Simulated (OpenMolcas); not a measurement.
# One shape, several levels: MoCl2O2 (molybdenum dichloride dioxide)

Wanted: a comparison of 6 runs (HF/STO-3G, HF/3-21G, BHLYP/def2-SVP, PBE/def2-SVP, r2SCAN/def2-SVP, revPBE/def2-SVP) of MoCl2O2 (molybdenum dichloride dioxide). 

The calculation is run with OpenMolcas 26.06.

**1. Starting point**

MoCl2O2: 5 atoms, total charge 0, spin state singlet. SMILES: `O=[Mo](=O)(Cl)Cl`. The shape is that of a PBE0-D4/def2-TZVP optimisation.

Bond lengths: O1–Mo2 1.663 Å, Mo2–O3 1.663 Å, Mo2–Cl4 2.242 Å, Mo2–Cl5 2.242 Å. Angles: O1–Mo2–O3 106.8°, O1–Mo2–Cl4 109.6°, O1–Mo2–Cl5 109.6°, O3–Mo2–Cl4 109.6°, O3–Mo2–Cl5 109.6°, Cl4–Mo2–Cl5 111.7°.

**2. Energy and gradient at HF/STO-3G (run 1)**

The input, struct.xyz:

```xyz
5

O      0.160790    -0.193810     1.710330
Mo     0.067390    -0.061640     0.055230
O      1.227030    -1.074450    -0.573270
Cl    -1.960190    -0.720580    -0.637400
Cl     0.504990     2.050480    -0.554890
```

The input, calc.inp:

```
* Cl2MoO2 Hartree-Fock

&GATEWAY
 BasLib=$CurrDir
 Coord=struct.xyz
 Basis=STO-3G
 Group=NoSym

&SEWARD

&SCF
 Thresholds=1e-10 1e-07 1e-07 1e-05
 PrOrbitals=0

&ALASKA
```

The basis set STO-3G is read from a file made from the Basis Set Exchange's data (not shown).

Command:

```bash
$ export MOLCAS_MEM=1860
$ pymolcas calc.inp > calc.log
```

What it wrote:

```text
--- Start Module: gateway ---
[...]
--- Stop Module: gateway /rc=_RC_ALL_IS_WELL_ ---
[...]
      Basis functions           55
[...]
--- Start Module: scf ---
[...]
       Convergence after  18 Iterations
[...]
::    Total SCF energy                              -4993.0513100960
[...]
      Total spin, S                                     0.0000000000
[...]
      Total electronic charge=   92.000000
      Total            charge=   -0.000000
[...]
      Dipole Moment (debye):
      Origin of the operator (angstrom)=   -0.1105    0.1010   -0.0906
                   X=  9.8990E-01               Y= -9.0491E-01               Z=  8.1113E-01           Total=  1.5674E+00
      Quadrupole Moment (debye*angstrom):
[...]
--- Stop Module: scf /rc=_RC_ALL_IS_WELL_ ---
[...]
--- Start Module: alaska ---
[...]
 *              Molecular gradients               *
 **************************************************
  Irreducible representation: a
 ------------------------------------------------------------------------------------------
                              X                       Y                       Z
 ------------------------------------------------------------------------------------------
  O1               -7.51222966047571E-04   -2.23733365352885E-03    9.83312644052177E-02
  MO2              -6.59375499409904E-02    6.02552858938212E-02   -5.40206056677031E-02
  O3                6.60853145974372E-02   -5.74444316355738E-02   -4.48143764934237E-02
  CL4               1.16432482614925E-03    6.93506129291421E-04    2.75130860043049E-04
  CL5              -5.60866516588376E-04   -1.26702673399848E-03    2.28586895843819E-04
 ------------------------------------------------------------------------------------------
--- Stop Module: alaska /rc=_RC_ALL_IS_WELL_ ---
[...]
```

It took 8.7 s on 1 thread of Intel Xeon Platinum 8259CL at 2.50GHz (Skylake/Cascade Lake), shared host; peak memory 0.39 GiB.

**3. Energy and forces at HF/3-21G (run 2)**

The input, test.input:

```
&GATEWAY
 BasLib
 $CurrDir
 Coord
 5
 angstrom
 O        0.160790      -0.193810       1.710330
 Mo       0.067390      -0.061640       0.055230
 O        1.227030      -1.074450      -0.573270
 Cl      -1.960190      -0.720580      -0.637400
 Cl       0.504990       2.050480      -0.554890
 Basis
 3-21G
 Group
 NoSym

&SEWARD

&SCF
 Thresholds
 1e-10 1e-07 1e-07 1e-05
 PrOrbitals
 0

&ALASKA
```

The basis set 3-21G is read from a file made from the Basis Set Exchange's data (not shown).

Command:

```bash
$ export MOLCAS_MEM=1860
$ pymolcas test.input > test.log
```

What it wrote:

```text
--- Start Module: gateway ---
[...]
--- Stop Module: gateway /rc=_RC_ALL_IS_WELL_ ---
[...]
      Basis functions           80
[...]
--- Start Module: scf ---
[...]
       Convergence after  22 Iterations
[...]
::    Total SCF energy                              -5020.0813757289
[...]
      Total spin, S                                     0.0000000000
[...]
      Total electronic charge=   92.000000
      Total            charge=   -0.000000
[...]
      Dipole Moment (debye):
      Origin of the operator (angstrom)=   -0.1105    0.1010   -0.0906
                   X=  8.8429E-02               Y= -8.0964E-02               Z=  7.2495E-02           Total=  1.4011E-01
      Quadrupole Moment (debye*angstrom):
[...]
--- Stop Module: scf /rc=_RC_ALL_IS_WELL_ ---
[...]
--- Start Module: alaska ---
[...]
 *              Molecular gradients               *
 **************************************************
  Irreducible representation: a
 ------------------------------------------------------------------------------------------
                              X                       Y                       Z
 ------------------------------------------------------------------------------------------
  O1               -1.26858459661650E-03    1.14355181270964E-03   -1.74474484076370E-04
  MO2              -2.57067571384704E-02    2.35021266737108E-02   -2.10622215252478E-02
  O3               -6.80566864758703E-04    6.53565866805650E-04   -1.43265601286124E-03
  CL4               3.48974897659957E-02    1.10447277163068E-02    1.20344783213202E-02
  CL5              -7.24158116604556E-03   -3.63439720695311E-02    1.06348737008251E-02
 ------------------------------------------------------------------------------------------
--- Stop Module: alaska /rc=_RC_ALL_IS_WELL_ ---
[...]
```

Wall time 15 s (1 thread of Intel Xeon Platinum 8259CL at 2.50GHz (Skylake/Cascade Lake), shared host); peak memory 0.45 GiB.

Runs 3 to 5 aren't shown in full; the table further down has their settings and results.

**4. Energy and forces at revPBE/def2-SVP (core potential) (run 6)**

The input, test.input:

```
* Cl2MoO2 Kohn-Sham DFT
>>> EXPORT MOLCAS_PRINT=2
&GATEWAY
BasLib=$CurrDir
Coord
5
angstrom
O        0.160790      -0.193810       1.710330
Mo       0.067390      -0.061640       0.055230
O        1.227030      -1.074450      -0.573270
Cl      -1.960190      -0.720580      -0.637400
Cl       0.504990       2.050480      -0.554890
Basis=def2-SVP
Group=NoSym
&SEWARD
GridInput
Grid=UltraFine
End of Grid
&SCF
KSDFT=revPBE
Thresholds=1e-10 1e-07 1e-07 1e-05
PrOrbitals=1
&ALASKA
```

The basis set def2-SVP is read from a file made from the Basis Set Exchange's data (not shown).

Command:

```bash
$ export MOLCAS_MEM=1860
$ pymolcas test.input > test.log
```

What it wrote:

```text
--- Start Module: gateway ---
[...]
--- Stop Module: gateway /rc=_RC_ALL_IS_WELL_ ---
[...]
      Basis functions           95
[...]
--- Start Module: scf ---
[...]
       Convergence after  21 Iterations
[...]
::    Total KS-DFT energy                           -1138.7026586763
[...]
      Total spin, S                                     0.0000000000
[...]
      Total electronic charge=   64.000000
      Total            charge=   -0.000000
[...]
      Dipole Moment (debye):
      Origin of the operator (angstrom)=   -0.1105    0.1010   -0.0906
                   X= -7.0568E-01               Y=  6.4485E-01               Z= -5.7816E-01           Total=  1.1172E+00
      Quadrupole Moment (debye*angstrom):
[...]
--- Stop Module: scf /rc=_RC_ALL_IS_WELL_ ---
[...]
--- Start Module: alaska ---
[...]
 *              Molecular gradients               *
 **************************************************
  Irreducible representation: a
 ------------------------------------------------------------------------------------------
                              X                       Y                       Z
 ------------------------------------------------------------------------------------------
  O1               -2.45648477475791E-03    3.14409075865107E-03   -3.20304822371078E-02
  MO2               1.49839679543946E-02   -1.36903057767424E-02    1.22785853766246E-02
  O3               -2.27285239783868E-02    1.98836174178503E-02    1.13876837150713E-02
  CL4               1.34660599262766E-02    4.74226283779444E-03    4.45806191238063E-03
  CL5              -3.26501912758559E-03   -1.40796652375244E-02    3.90615123302585E-03
 ------------------------------------------------------------------------------------------
--- Stop Module: alaska /rc=_RC_ALL_IS_WELL_ ---
[...]
```

Run time: 58 s. Hardware: 1 thread of Intel Xeon Platinum 8259CL at 2.50GHz (Skylake/Cascade Lake), shared host; peak memory 0.53 GiB.

**5. The series**

| run | level | integration grid | energy (Eh) | dipole moment (D) | HOMO energy (eV) | LUMO energy (eV) | wall time |
| --- | --- | --- | --- | --- | --- | --- | --- |
| 1 | HF/STO-3G | – | -4993.051310 | 1.57 | -10.75 | 2.63 | 8.7 s |
| 2 | HF/3-21G | – | -5020.081376 | 0.14 | -13.38 | -1.80 | 15 s |
| 3 | BHLYP/def2-SVP (core potential) | UltraFine | -1138.590981 | 1.37 | -11.25 | -3.01 | 53 s |
| 4 | PBE/def2-SVP (core potential) | UltraFine | -1138.368138 | 1.18 | -8.29 | -4.34 | 54 s |
| 5 | r2SCAN/def2-SVP (core potential) | UltraFine | -1138.763157 | 1.17 | -8.79 | -4.48 | 67 s |
| 6 | revPBE/def2-SVP (core potential) | UltraFine | -1138.702659 | 1.12 | -8.25 | -4.29 | 58 s |

**6. Outcome**

| quantity | value |
| --- | --- |
| run 6: total energy | -1138.70266 Eh |
| run 6: dipole moment | 1.12 D |
| run 6: HOMO energy | -8.25 eV |
| run 6: LUMO energy | -4.29 eV |
| run 6: HOMO–LUMO gap | 3.96 eV |
| run 6: largest force on an atom | 1.660 eV/Å |

In words: The dipole moment (its size) runs from 0.14 D (HF/3-21G) to 1.57 D (HF/STO-3G). The HOMO–LUMO gap runs from 3.95 eV (PBE/def2-SVP) to 13.37 eV (HF/STO-3G). The two ends differ in method and basis and core potential. Totals of different functionals can't be ranked against each other. Some runs of one species differ in core potentials or relativity; totals across that change don't compare. In run 1 the basis is minimal, so the values are rough. In runs 1, 2 relativity is left out where basis or elements ask for it. All runs together took 4.3 min, the longest 67 s.
